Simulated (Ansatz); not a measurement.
# C2H7BOS: up Jacob's ladder to CCSD(T)

One table from this session's results is given with a row withheld; the runs are named, their logs left out.

Program: Ansatz 0.2.0, Gaussian basis. Level of theory: functionals in def2-TZVPP, the program's frozen cores in correlated methods. These are calculated values, not measurements.

Plan: LDA (SPW92), PBE-D4, revPBE-D4, BLYP-D4, r2SCAN-D4, B97M-V, PBE0-D4, B3LYP-D4, r2SCANh-D4, r2SCAN0-D4, HSE06-D4, BHLYP-D4, CAM-B3LYP-D4, LC-ωPBE, ωB97X-V, ωB97M-V, B2PLYP, PBE-QIDH; CCSD(T)/def2-SVP; CCSD(T)/def2-TZVPP; MP2/def2-QZVPP; extrapolation to the limit; RPA on PBE.

### The geometry

The geometry comes from an earlier relaxation with PBE0-D4 in a triple-zeta def2 set; it is a stationary point, not always the lowest conformer.

SMILES `COB(C)S`, 12 atoms, charge 0, spin multiplicity 1.

Atoms are counted from 1 here; the program's logs count them from 0.

Bond lengths: C1–O2 1.413 Å, C1–H6 1.090 Å, C1–H7 1.094 Å, C1–H8 1.094 Å, O2–B3 1.353 Å, B3–C4 1.566 Å, B3–S5 1.831 Å, C4–H9 1.094 Å, C4–H10 1.094 Å, C4–H11 1.092 Å, S5–H12 1.341 Å. Angles: O2–C1–H6 107.8°, O2–C1–H7 111.0°, O2–C1–H8 111.0°, H6–C1–H7 109.1°, H6–C1–H8 109.1°, H7–C1–H8 108.9°, C1–O2–B3 122.7°, O2–B3–C4 119.0°, O2–B3–S5 118.6°, C4–B3–S5 122.3°, B3–C4–H9 111.2°, B3–C4–H10 111.1°, B3–C4–H11 111.3°, H9–C4–H10 106.5°, H9–C4–H11 108.3°, H10–C4–H11 108.3°, B3–S5–H12 95.7°.

As a file:

```xyz
12
charge 0, multiplicity 1
C    -2.0307    0.2755    0.2654
O    -0.8447   -0.4832    0.3791
B     0.3549   -0.0315   -0.0524
C     1.6169   -0.9438    0.1175
S     0.4433    1.6306   -0.8157
H    -2.8459   -0.3183    0.6779
H    -1.9513    1.2122    0.8248
H    -2.2498    0.5058   -0.7815
H     2.0883   -1.1502   -0.8480
H     2.3757   -0.4544    0.7356
H     1.3577   -1.8962    0.5835
H     1.7626    1.5983   -1.0522
```

Set-up of the first run:

File in.yaml:

```yaml
crystal:
  periodic: [false, false, false]
  atoms:
    - {symbol: C, position_ang: [-2.030741, 0.275503, 0.265374]}
    - {symbol: O, position_ang: [-0.844709, -0.483167, 0.379116]}
    - {symbol: B, position_ang: [0.354943, -0.031531, -0.052420]}
    - {symbol: C, position_ang: [1.616934, -0.943761, 0.117486]}
    - {symbol: S, position_ang: [0.443284, 1.630575, -0.815684]}
    - {symbol: H, position_ang: [-2.845878, -0.318263, 0.677935]}
    - {symbol: H, position_ang: [-1.951320, 1.212224, 0.824826]}
    - {symbol: H, position_ang: [-2.249758, 0.505757, -0.781457]}
    - {symbol: H, position_ang: [2.088274, -1.150203, -0.848012]}
    - {symbol: H, position_ang: [2.375676, -0.454427, 0.735634]}
    - {symbol: H, position_ang: [1.357669, -1.896171, 0.583517]}
    - {symbol: H, position_ang: [1.762629, 1.598264, -1.052214]}
basis:
  gaussian: {orbitals: def2-TZVPP}
hamiltonian: {xc: lda}
output: {orbitals: {seedname: orbitals}}
```

Command:

```console
ansatz run in.yaml --threads 4 --pin off --events-out ev --progress --plain --max-ram 10444MiB
```

Steps of the session up to this table: LDA; PBE-D4 (GGA); revPBE-D4 (GGA); BLYP-D4 (GGA); r2SCAN-D4 (meta-GGA); B97M-V (meta-GGA); PBE0-D4 (hybrid); B3LYP-D4 (hybrid); r2SCANh-D4 (hybrid); r2SCAN0-D4 (hybrid); HSE06-D4 (hybrid); BHLYP-D4 (hybrid); CAM-B3LYP-D4 (range-separated); LC-ωPBE (range-separated); ωB97X-V (range-separated); ωB97M-V (range-separated); B2PLYP (double hybrid); PBE-QIDH (double hybrid).

One of the session's tables, all rows but one given; the rest of the session is left out.

It belongs to the step «Frontier levels by functional». 

```
  functional  HOMO (eV)  LUMO (eV)  gap (eV)
 LDA (SPW92)      -6.50      -0.79      5.71
      PBE-D4      -6.36      -0.56      5.80
   revPBE-D4      -6.30      -0.46      5.84
     BLYP-D4      -6.19      -0.40      5.79
   r2SCAN-D4      -6.64      -0.21      6.43
      B97M-V      -6.72      -0.16      6.56
     PBE0-D4      -7.60       0.42      8.02
    B3LYP-D4      -7.34       0.21      7.56
  r2SCANh-D4      -7.10       0.13      7.23
  r2SCAN0-D4      -7.79       0.63      8.42
    HSE06-D4          ?          ?         ?
    BHLYP-D4      -8.68       1.25      9.93
CAM-B3LYP-D4      -8.92       1.39     10.31
     LC-ωPBE     -10.33       2.64     12.97
     ωB97X-V      -9.97       2.44     12.41
     ωB97M-V      -9.81       2.01     11.82
```

Q: Estimate the row for HSE06-D4 from the others.

**Answer.** HOMO (eV): -7.19; LUMO (eV): 0.04; gap (eV): 7.23. In the column «HOMO (eV)» it lies between B3LYP-D4 (-7.34) and r2SCANh-D4 (-7.10).
